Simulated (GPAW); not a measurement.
MoN2:

```xyz
6
Lattice="4.3481 0.0000 0.0000 0.0000 4.3481 0.0000 0.0000 0.0000 2.7675" Properties=species:S:1:pos:R:3 pbc="T T T"
Mo    0.0000    0.0000    0.0000
Mo    2.1740    2.1740    0.0000
N     2.6595    3.8626    1.3837
N     1.6886    0.4854    1.3837
N     0.4854    2.6595    1.3837
N     3.8626    1.6886    1.3837
```

Measurements of this composition are mostly on another form, of space group No. 160.

Program: GPAW 26.7.0. Alike in all runs: task band structure; no spin polarisation; cell as given; cutoff (eV) 800; smearing fermi-dirac 0.05 eV.

Q: Order these runs on this cell by their pressure, lowest first.
A. level LDA; potentials or basis the program's PAW data sets (release 1.2.1) made for this functional, pw; k mesh 4 × 4 × 6; band points 100; mesh quality coarse
B. level PBEsol+U; potentials or basis PAW data sets generated in the run's folder for this functional, pw; U Mo d U = 3 eV; k mesh 5 × 5 × 7; band points 80; mesh quality not flagged
C. level PBEsol+U; potentials or basis PAW data sets generated in the run's folder for this functional, pw; U Mo d U = 6 eV; k mesh 5 × 5 × 7; band points 80; mesh quality not flagged
D. level PBEsol; potentials or basis PAW data sets generated in the run's folder for this functional, pw; k mesh 4 × 4 × 6; band points 100; mesh quality coarse
E. level PBE; potentials or basis GPAW PAW data sets (gpaw-data 1.2.1), pw; k mesh 4 × 4 × 6; band points 100; mesh quality coarse

A: A (-23.6 GPa), D (-15.7 GPa), B (-11.5 GPa), E (-5.5 GPa), C (1.9 GPa).

Caveats: some runs use coarse meshes; U without spin polarisation on a metal has little footing (some runs).

Not every run made on this cell is shown here.
